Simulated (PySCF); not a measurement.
# W⁷⁰⁺, W⁷¹⁺: ionisation energies in even-tempered 18s8p5d5f4g

Wanted: the ionisation energy of tungsten, up a ladder of methods.

Method: unrestricted determinants in a Gaussian basis, no spin-orbit coupling in the energies. Code: PySCF 2.14.0.

**1. What is computed**

| Quantity | Value |
| --- | --- |
| Element | tungsten (Z = 74) |
| Basis | an uncontracted even-tempered set (18 s from 51 bohr⁻², ratio 2.2; 8 p from 78 bohr⁻², ratio 2.4; 5 d from 230 bohr⁻², ratio 2.4; 5 f from 350 bohr⁻², ratio 2.4; 4 g from 520 bohr⁻², ratio 2.4) |
| Hamiltonian | the spin-free X2C one-electron Hamiltonian (Gaussian nucleus) |
| State 1 | W⁷⁰⁺: [He] 2s2, closed-shell 1S |
| State 2 | W⁷¹⁺: [He] 2s1, 2S determinant |
| Needed too, but not shown | W⁷²⁺ 1s2 (1S) |
| Methods | UHF, LDA, PBE, PBE0, r2SCAN, MN15, BLYP, MP2 |
| Core shells frozen in the correlated runs | all electrons: nothing (for W⁷⁰⁺) |

Outer shells as boxes (Hund's rule):

W70+ [He] 2s2
```
[He] core
2s [↑↓]
```

W71+ [He] 2s1
```
[He] core
2s [↑ ]
```

The runs were made by one driver on top of PySCF. The scripts below sum up each run's settings (the driver also hands on starting orbitals that pick excited configurations, and frozen orbitals as a list rather than a count), and the logs come from the driver's own runs. The driver starts from symmetry-adapted Hartree-Fock orbitals, holds the occupation by maximum overlap and uses a logarithmic radial grid for functionals, so a plain start would take other cycles.

The integrals over 138 functions and the set-up took 1.4 s of CPU time.

**2. W⁷⁰⁺: the ladder of methods**

UHF:

Input file input.py:

```python
from pyscf import gto, scf, dft, mp, cc
mol = gto.M(atom="W 0 0 0", charge=70, spin=0, symmetry="D2h",
            basis=gto.etbs([(0, 18, 51, 2.2), (1, 8, 78, 2.4), (2, 5, 230, 2.4), (3, 5, 350, 2.4), (4, 4, 520, 2.4)]),
            nucmod="G")
mf = scf.UHF(mol).sfx2c1e()
mf.irrep_nelec = {'Ag': (2, 2)}
mf.kernel()
```

LDA:

input.py differs from the last one in:

```diff
@@ -4,3 +4,3 @@
             nucmod="G")
-mf = scf.UHF(mol).sfx2c1e()
+mf = dft.UKS(mol, xc="LDA,VWN").sfx2c1e()
 mf.irrep_nelec = {'Ag': (2, 2)}
```

PBE:

input.py differs from the last one in:

```diff
@@ -4,3 +4,3 @@
             nucmod="G")
-mf = dft.UKS(mol, xc="LDA,VWN").sfx2c1e()
+mf = dft.UKS(mol, xc="PBE").sfx2c1e()
 mf.irrep_nelec = {'Ag': (2, 2)}
```

PBE0:

input.py differs from the last one in:

```diff
@@ -4,3 +4,3 @@
             nucmod="G")
-mf = dft.UKS(mol, xc="PBE").sfx2c1e()
+mf = dft.UKS(mol, xc="PBE0").sfx2c1e()
 mf.irrep_nelec = {'Ag': (2, 2)}
```

r2SCAN:

input.py differs from the last one in:

```diff
@@ -4,3 +4,3 @@
             nucmod="G")
-mf = dft.UKS(mol, xc="PBE0").sfx2c1e()
+mf = dft.UKS(mol, xc="R2SCAN").sfx2c1e()
 mf.irrep_nelec = {'Ag': (2, 2)}
```

MN15:

input.py differs from the last one in:

```diff
@@ -4,3 +4,3 @@
             nucmod="G")
-mf = dft.UKS(mol, xc="R2SCAN").sfx2c1e()
+mf = dft.UKS(mol, xc="MN15").sfx2c1e()
 mf.irrep_nelec = {'Ag': (2, 2)}
```

BLYP:

input.py differs from the last one in:

```diff
@@ -4,3 +4,3 @@
             nucmod="G")
-mf = dft.UKS(mol, xc="MN15").sfx2c1e()
+mf = dft.UKS(mol, xc="BLYP").sfx2c1e()
 mf.irrep_nelec = {'Ag': (2, 2)}
```

MP2 (all electrons):

input.py differs from the last one in:

```diff
@@ -4,4 +4,5 @@
             nucmod="G")
-mf = dft.UKS(mol, xc="BLYP").sfx2c1e()
+mf = scf.UHF(mol).sfx2c1e()
 mf.irrep_nelec = {'Ag': (2, 2)}
 mf.kernel()
+mp.UMP2(mf, frozen=[[132, 133, 134, 135, 136, 137], [132, 133, 134, 135, 136, 137]]).kernel()
```

**3. W⁷¹⁺, method by method**

UHF:

Input file input.py:

```python
from pyscf import gto, scf, dft, mp, cc
mol = gto.M(atom="W 0 0 0", charge=71, spin=1, symmetry="D2h",
            basis=gto.etbs([(0, 18, 51, 2.2), (1, 8, 78, 2.4), (2, 5, 230, 2.4), (3, 5, 350, 2.4), (4, 4, 520, 2.4)]),
            nucmod="G")
mf = scf.UHF(mol).sfx2c1e()
mf.irrep_nelec = {'Ag': (2, 1)}
mf.kernel()
```

LDA:

input.py differs from the last one in:

```diff
@@ -4,3 +4,3 @@
             nucmod="G")
-mf = scf.UHF(mol).sfx2c1e()
+mf = dft.UKS(mol, xc="LDA,VWN").sfx2c1e()
 mf.irrep_nelec = {'Ag': (2, 1)}
```

PBE:

input.py differs from the last one in:

```diff
@@ -4,3 +4,3 @@
             nucmod="G")
-mf = dft.UKS(mol, xc="LDA,VWN").sfx2c1e()
+mf = dft.UKS(mol, xc="PBE").sfx2c1e()
 mf.irrep_nelec = {'Ag': (2, 1)}
```

PBE0:

input.py differs from the last one in:

```diff
@@ -4,3 +4,3 @@
             nucmod="G")
-mf = dft.UKS(mol, xc="PBE").sfx2c1e()
+mf = dft.UKS(mol, xc="PBE0").sfx2c1e()
 mf.irrep_nelec = {'Ag': (2, 1)}
```

r2SCAN:

input.py differs from the last one in:

```diff
@@ -4,3 +4,3 @@
             nucmod="G")
-mf = dft.UKS(mol, xc="PBE0").sfx2c1e()
+mf = dft.UKS(mol, xc="R2SCAN").sfx2c1e()
 mf.irrep_nelec = {'Ag': (2, 1)}
```

MN15:

input.py differs from the last one in:

```diff
@@ -4,3 +4,3 @@
             nucmod="G")
-mf = dft.UKS(mol, xc="R2SCAN").sfx2c1e()
+mf = dft.UKS(mol, xc="MN15").sfx2c1e()
 mf.irrep_nelec = {'Ag': (2, 1)}
```

BLYP:

input.py differs from the last one in:

```diff
@@ -4,3 +4,3 @@
             nucmod="G")
-mf = dft.UKS(mol, xc="MN15").sfx2c1e()
+mf = dft.UKS(mol, xc="BLYP").sfx2c1e()
 mf.irrep_nelec = {'Ag': (2, 1)}
```

MP2 (all electrons):

input.py differs from the last one in:

```diff
@@ -4,4 +4,5 @@
             nucmod="G")
-mf = dft.UKS(mol, xc="BLYP").sfx2c1e()
+mf = scf.UHF(mol).sfx2c1e()
 mf.irrep_nelec = {'Ag': (2, 1)}
 mf.kernel()
+mp.UMP2(mf, frozen=[[132, 133, 134, 135, 136, 137], [132, 133, 134, 135, 136, 137]]).kernel()
```

Q: Predict the outcome of this session.

**Answer**, as computed:

```
               quantity                                                                  value
ionisation energy, W⁷⁰⁺       UHF 19376.3, MP2 (all electrons) 19381.0 eV; reference 19362 ± 3
ionisation energy, W⁷¹⁺  UHF 19713.3, MP2 (all electrons) 19713.5 eV; reference 19686.74 ± 0.2
```

For the first difference the methods span 40.331 eV, from LDA (19366.0) to MN15 (19406.4). The reference is uncertain or not like for like (spin-orbit coupling or other relativistic terms), so no ranking of close methods is drawn. The basis is finite, and no extrapolation was made.
